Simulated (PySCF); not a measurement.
**CoO₂H: structure of the triplet**

Where does triplet CoO₂H go from a T-shaped (ligand arrangement 1) start, is the end point a minimum, and what are its modes, charges and moments?

Method: PBE0, basis Co def2-TZVP, O def2-TZVP, H def2-TZVP, no relativity, density fitting; program: PySCF 2.14.0.

**1. The system as given**

4 atoms, charge 0, spin multiplicity 3.

Bond lengths: Co1–O2 1.600 Å, Co1–O3 1.600 Å, Co1–H4 1.430 Å. Angles: O2–Co1–O3 176.0°, O2–Co1–H4 88.0°, O3–Co1–H4 88.0°.

```xyz
4
charge 0 multiplicity 3
Co    0.0000    0.0000    0.0000
O     1.5990    0.0000    0.0558
O    -1.5990    0.0000    0.0558
H     0.0000    0.0000    1.4300
```

**2. First SCF at the start**

One driver script runs all steps and calls PySCF; scf.py shows how it sets up the SCF of each step. The optimiser is the driver's own. After this first run the driver tries any further starts and a stability analysis.

scf.py reads:

```python
from pyscf import gto, scf, dft
mol = gto.M(atom='''
Co     0.000000     0.000000     0.000000
O      1.599000     0.000000     0.055800
O     -1.599000     0.000000     0.055800
H      0.000000     0.000000     1.430000''',
    basis={'Co': 'def2-TZVP', 'O': 'def2-TZVP', 'H': 'def2-TZVP'},
    charge=0, spin=2)
mf = dft.UKS(mol, xc='PBE0')
mf.grids.atom_grid = (50, 194)
aux = {'Co': 'def2-universal-JKFIT', 'O': 'def2-universal-JKFIT', 'H': 'def2-universal-JKFIT'}
mf = mf.density_fit(auxbasis=aux)
mf.conv_tol = 1e-08
mf.diis_space = 10
mf.max_cycle = 60
mf.init_guess = 'minao'
mf.verbose = 4
mf.kernel()
```

The run is started by

```
> OMP_NUM_THREADS=4 python axn.py task.json out
```

Log:

```text
init E= -1532.4559023244
[... the frontier-level lines of each cycle are left out ...]
cycle= 1 E= -1517.06686117994  delta_E= 15.4  |g|= 5.73  |ddm|= 11.1
cycle= 2 E= -1469.3655910448  delta_E= 47.7  |g|= 13.7  |ddm|= 14.6
cycle= 3 E= -1512.90902436639  delta_E= -43.5  |g|= 9.26  |ddm|=  6.9
cycle= 4 E= -1517.99404173983  delta_E= -5.09  |g|= 7.93  |ddm|=  1.4
cycle= 5 E= -1527.25494864523  delta_E= -9.26  |g|= 5.12  |ddm|= 3.83
cycle= 6 E= -1527.94298825004  delta_E= -0.688  |g|= 4.58  |ddm|= 0.82
cycle= 7 E= -1530.48211431245  delta_E= -2.54  |g|= 3.47  |ddm|= 0.891
cycle= 8 E= -1531.33465647859  delta_E= -0.853  |g|=    3  |ddm|= 0.404
cycle= 9 E= -1530.62428735005  delta_E= 0.71  |g|= 3.45  |ddm|= 0.329
cycle= 10 E= -1531.7029857005  delta_E= -1.08  |g|= 2.67  |ddm|= 0.327
cycle= 11 E= -1532.97912818408  delta_E= -1.28  |g|= 1.15  |ddm|= 0.472
cycle= 12 E= -1533.21470282217  delta_E= -0.236  |g|= 0.478  |ddm|= 0.474
cycle= 13 E= -1533.24868830238  delta_E= -0.034  |g|= 0.211  |ddm|= 0.214
cycle= 14 E= -1533.26538550745  delta_E= -0.0167  |g|= 0.0639  |ddm|= 0.154
cycle= 15 E= -1533.26811162833  delta_E= -0.00273  |g|= 0.0158  |ddm|= 0.0582
cycle= 16 E= -1533.26918151103  delta_E= -0.00107  |g|= 0.0232  |ddm|= 0.0782
cycle= 17 E= -1533.26973839652  delta_E= -0.000557  |g|= 0.0286  |ddm|= 0.041
cycle= 18 E= -1533.26918986244  delta_E= 0.000549  |g|= 0.0194  |ddm|= 0.0491
cycle= 19 E= -1533.26886293794  delta_E= 0.000327  |g|= 0.018  |ddm|= 0.067
cycle= 20 E= -1533.2689205976  delta_E= -5.77e-05  |g|= 0.00377  |ddm|= 0.0338
cycle= 21 E= -1533.26896075931  delta_E= -4.02e-05  |g|= 0.00225  |ddm|= 0.0117
cycle= 22 E= -1533.26899189552  delta_E= -3.11e-05  |g|= 0.00282  |ddm|= 0.0116
cycle= 23 E= -1533.26896626842  delta_E= 2.56e-05  |g|= 0.00339  |ddm|= 0.00756
cycle= 24 E= -1533.26893519049  delta_E= 3.11e-05  |g|= 0.00157  |ddm|= 0.0157
cycle= 25 E= -1533.26894353215  delta_E= -8.34e-06  |g|= 0.00162  |ddm|= 0.00748
cycle= 26 E= -1533.26895614482  delta_E= -1.26e-05  |g|= 0.00201  |ddm|= 0.0113
cycle= 27 E= -1533.26896819319  delta_E= -1.2e-05  |g|= 0.00129  |ddm|= 0.012
cycle= 28 E= -1533.26897405013  delta_E= -5.86e-06  |g|= 0.000595  |ddm|= 0.00681
cycle= 29 E= -1533.26897735161  delta_E= -3.3e-06  |g|= 0.000565  |ddm|= 0.00417
cycle= 30 E= -1533.26897694887  delta_E= 4.03e-07  |g|= 0.000533  |ddm|= 0.000736
cycle= 31 E= -1533.26897563832  delta_E= 1.31e-06  |g|= 0.000499  |ddm|= 0.00201
cycle= 32 E= -1533.26897346719  delta_E= 2.17e-06  |g|= 0.000552  |ddm|= 0.00346
cycle= 33 E= -1533.26896916934  delta_E= 4.3e-06  |g|= 0.000337  |ddm|= 0.0106
cycle= 34 E= -1533.26896839266  delta_E= 7.77e-07  |g|= 0.000421  |ddm|= 0.00518
cycle= 35 E= -1533.26896824426  delta_E= 1.48e-07  |g|= 0.000151  |ddm|= 0.0021
cycle= 36 E= -1533.26896823567  delta_E= 8.6e-09  |g|= 9.54e-05  |ddm|= 0.000535
Extra cycle  E= -1533.26896817271  delta_E= 6.3e-08  |g|= 0.000448  |ddm|= 0.00025
converged SCF energy = -1533.26896817271  <S^2> = 2.0594583  2S+1 = 3.0393804
```

This step, with its further starts and checks, took 32 s on 4 threads of Arm Neoverse V1, shared host.

Energies from each starting density:

| start | energy (Eh) |
| --- | --- |
| the minimal-basis guess | -1533.268968 |
| a thermally smeared density | -1533.336714 |
| a smeared PBE density | -1533.336714 |

This is not the lowest solution: one lies 205.9 kJ/mol lower, at -1533.34739 Eh, and the relaxation starts from that.

**3. Relaxing the triplet from the T-shaped (ligand arrangement 1) start**

The program finds C2v symmetry in the start, which this walk keeps. Threshold on the gradient: 0.0003 Eh/bohr, with a further test on the energy change.

Edit scf.py of step 2 so:

```diff
@@ -3,4 +3,4 @@
-Co     0.000000     0.000000     0.000000
-O      1.599000     0.000000     0.055800
-O     -1.599000     0.000000     0.055800
-H      0.000000     0.000000     1.430000''',
+Co     0.000000     0.000000    -0.035094
+O      1.599000     0.000000     0.020706
+O     -1.599000     0.000000     0.020706
+H      0.000000     0.000000     1.394906''',
@@ -16 +15,0 @@
-mf.init_guess = 'minao'
```

Steps of the walk:

| step | energy (Eh) | change (kJ/mol) | largest symmetric gradient (Eh/bohr) |
| --- | --- | --- | --- |
| 0 | -1533.347386 | 0.00 | 0.03639 |
| 1 | -1533.351750 | -11.46 | 0.00532 |
| 2 | -1533.352471 | -13.35 | 0.00387 |
| 3 | -1533.352960 | -14.63 | 0.00729 |
| 4 | -1533.353307 | -15.55 | 0.00698 |
| 5 | -1533.353650 | -16.45 | 0.00312 |
| 6 | -1533.353749 | -16.70 | 0.00210 |
| 7 | -1533.353770 | -16.76 | 0.00099 |
| 8 | -1533.353773 | -16.77 | 0.00031 |
| 9 | -1533.353773 | -16.77 | 0.00010 |

The walk took 20 s.

After 9 steps and 16.8 kJ/mol it ends at C2v: Co–H 1.463 Å, Co–O 1.632 Å (×2); H–Co–O 97.8° (×2), O–Co–O 164.3°. A gradient of 0.0491 Eh/bohr that breaks the symmetry is left: this electronic state wants a lower symmetry.

**4. Releasing the symmetry**

The geometry is nudged along the force that breaks the symmetry.

The program finds Cs symmetry in the start, which may break. The walk stops when the largest gradient is under 0.0003 Eh/bohr and the energy has settled too.

Edit scf.py of step 3 so:

```diff
@@ -3,4 +3,4 @@
-Co     0.000000     0.000000    -0.035094
-O      1.599000     0.000000     0.020706
-O     -1.599000     0.000000     0.020706
-H      0.000000     0.000000     1.394906''',
+Co    -0.035314     0.000000     0.061591
+O      1.680967     0.000000    -0.176552
+O     -1.551594    -0.000003    -0.146402
+H      0.011743     0.000012     1.523953''',
```

Steps of the walk:

| step | energy (Eh) | change (kJ/mol) | largest gradient (Eh/bohr) |
| --- | --- | --- | --- |
| 0 | -1533.352345 | 0.00 | 0.07442 |
| 1 | -1533.356046 | -9.72 | 0.00641 |
| 2 | -1533.356219 | -10.17 | 0.00221 |
| 3 | -1533.356298 | -10.38 | 0.00169 |
| 4 | -1533.356969 | -12.14 | 0.00673 |
| 5 | -1533.356974 | -12.15 | 0.00695 |
| 6 | -1533.357124 | -12.55 | 0.00600 |
| 7 | -1533.357352 | -13.15 | 0.00377 |
| 8 | -1533.357394 | -13.26 | 0.00188 |
| 9 | -1533.357445 | -13.39 | 0.00141 |
| 10 | -1533.357476 | -13.47 | 0.00057 |
| 11 | -1533.357478 | -13.48 | 0.00033 |
| 12 | -1533.357479 | -13.48 | 0.00026 |

The walk took 66 s.

Geometry (Å) and forces (eV/Å) at some steps:

```
step 0
Co  -0.035   0.000   0.062   3.826   0.000   0.269
O    1.681   0.000  -0.177  -0.590   0.000   0.021
O   -1.552   0.000  -0.146  -3.094   0.000  -0.349
H    0.012   0.000   1.524  -0.143   0.000   0.058
step 1
Co  -0.008   0.000   0.063   0.220   0.000  -0.201
O    1.688   0.000  -0.175  -0.330   0.000   0.052
O   -1.590   0.000  -0.152   0.211   0.000   0.131
H    0.016   0.000   1.527  -0.101   0.000   0.017
step 6
Co   0.016   0.043   0.053   0.042  -0.026   0.308
O    1.693  -0.018  -0.189   0.246   0.008  -0.143
O   -1.567  -0.019  -0.117  -0.236   0.004  -0.087
H   -0.036  -0.005   1.516  -0.051   0.014  -0.078
step 12
Co   0.029   0.001   0.075  -0.007  -0.002  -0.007
O    1.713   0.000  -0.229  -0.007   0.001  -0.001
O   -1.558   0.000  -0.117   0.013   0.001   0.002
H   -0.077   0.000   1.533   0.001   0.000   0.006
```

After 12 steps and 13.5 kJ/mol it ends at Cs: Co–H 1.462 Å, Co–O 1.599 Å, Co–O 1.711 Å; H–Co–O 92.7°, H–Co–O 104.4°, O–Co–O 162.8°.

**5. Hessian and properties**

On the finer grid the gradient is checked again; gradients at displacements of ±0.02 bohr then give force constants and infrared intensities.

Edit scf.py of step 4 so:

```diff
@@ -3,4 +3,4 @@
-Co    -0.035314     0.000000     0.061591
-O      1.680967     0.000000    -0.176552
-O     -1.551594    -0.000003    -0.146402
-H      0.011743     0.000012     1.523953''',
+Co    -0.015631    -0.000033     0.070611
+O      1.667633     0.000191    -0.234110
+O     -1.602330    -0.000027    -0.122468
+H     -0.121932    -0.000694     1.528852''',
@@ -10 +10 @@
-mf.grids.atom_grid = (50, 194)
+mf.grids.atom_grid = (75, 302)
@@ -13 +13 @@
-mf.conv_tol = 1e-08
+mf.conv_tol = 1e-10
```

The driver hands on the density of the step before, so the log starts near convergence.

Log of the central SCF (cycles and frontier levels):

```text
init E= -1533.35739608596
[... the frontier-level lines of each cycle are left out ...]
cycle= 1 E= -1533.35739608597  delta_E= -1.3e-11  |g|= 2.77e-06  |ddm|= 2.56e-06
Extra cycle  E= -1533.35739608595  delta_E= 2.98e-11  |g|= 1.27e-05  |ddm|= 4.76e-06
converged SCF energy = -1533.35739608595  <S^2> = 2.8524983  2S+1 = 3.522782
```

The whole step took 73 s.

Geometry: Cs; Co–H 1.462 Å, Co–O 1.598 Å, Co–O 1.711 Å; H–Co–O 92.8°, H–Co–O 104.4°, O–Co–O 162.8°.

Modes, for the most abundant isotopes:

```tsv
symmetry	ω (cm⁻¹)	IR (km/mol)	μ (u)	type
a''	128	40.7	2.70	bend
a'	207	11.1	17.11	bend
a'	521	31.3	1.18	bend
a'	650	3.9	6.53	mixed
a'	918	24.9	16.66	stretch
a'	2042	0.8	1.03	stretch
```

All wavenumbers are real: a minimum.

Properties at this point:

| Item | Value |
| --- | --- |
| Dipole moment | 0.43 D |
| Highest occupied level | -8.65 eV |
| Lowest empty level | -4.56 eV |
| Rotational constants | 4.646, 0.1967, 0.1887 cm⁻¹ |
| Zero-point energy | 26.7 kJ/mol |
| Principal polarisabilities | 19.3, 30.6, 55.3 bohr³ |
| Atomisation energy without zero-point energy | 872 kJ/mol |
| Principal traceless quadrupole moments about the centre of mass | -10.34, 3.92, 6.42 D Å |
| Entropy at 298.15 K and 1 bar (electronic part: spin only) | 291.2 J/(mol K) |
| Heat capacity Cp at 298.15 K | 59.9 J/(mol K) |
| Enthalpy at 298.15 K above 0 K | 14.19 kJ/mol |
| Rotational symmetry number | 1 |
| Spin squared ⟨S²⟩ | 2.852 |

Charges (e) and bond orders:

```
atom  Mulliken  Löwdin  polar tensor  spin (Mulliken)  Mayer order to Co1
 Co1      0.70    0.30          0.74             2.07                   –
  O2     -0.36   -0.19         -0.38            -0.82                1.08
  O3     -0.42   -0.19         -0.38             0.89                1.69
  H4      0.07    0.08          0.02            -0.14                0.85
```

Outer orbital energies (eV). α occupied: -13.72, -13.10, -11.85, -10.71, -10.24, -10.05, -9.78, -8.65; empty: -4.56, -3.37, 0.35, 2.11. β occupied: -12.63, -12.43, -11.52, -10.94, -10.49, -9.91, -9.85, -9.38; empty: -4.15, -4.07, -3.43, -2.48.

Mulliken populations on Co1: s 6.56, p 12.40, d 7.34, f 0.00.

**6. Outcome**

| quantity | value |
| --- | --- |
| minimum | broken-symmetry (Ms = 1), Cs |
| geometry | Co–H 1.462 Å, Co–O 1.598 Å, Co–O 1.711 Å; H–Co–O 92.8°, H–Co–O 104.4°, O–Co–O 162.8° |
| wavenumbers (cm⁻¹) | 128 (a''), 207 (a'), 521 (a'), 650 (a'), 918 (a'), 2042 (a') |
| dipole moment | 0.43 D |
| highest occupied, lowest empty level (either spin) | -8.65, -4.56 eV |
| polar-tensor charge of Co1 | +0.74 e |
| zero-point energy | 26.7 kJ/mol |
| entropy at 298.15 K | 291.2 J/(mol K) |
| atomisation energy (no zero-point energy) | 872 kJ/mol |
| ⟨S²⟩ | 2.852 |

From C2v at the start the molecule goes to a Cs minimum. The determinant is spin-contaminated (⟨S²⟩ = 2.85 against 2.00), so it is no pure spin state. The strongest infrared band lies at 128 cm⁻¹ (a'', bend). The first SCF alone would have been 206 kJ/mol too high. Other starts or spin states, not run here, may lie lower. One determinant may miss the lowest occupation of an open d or f shell.

The search up to here took 3.2 min on 4 threads of Arm Neoverse V1, shared host.
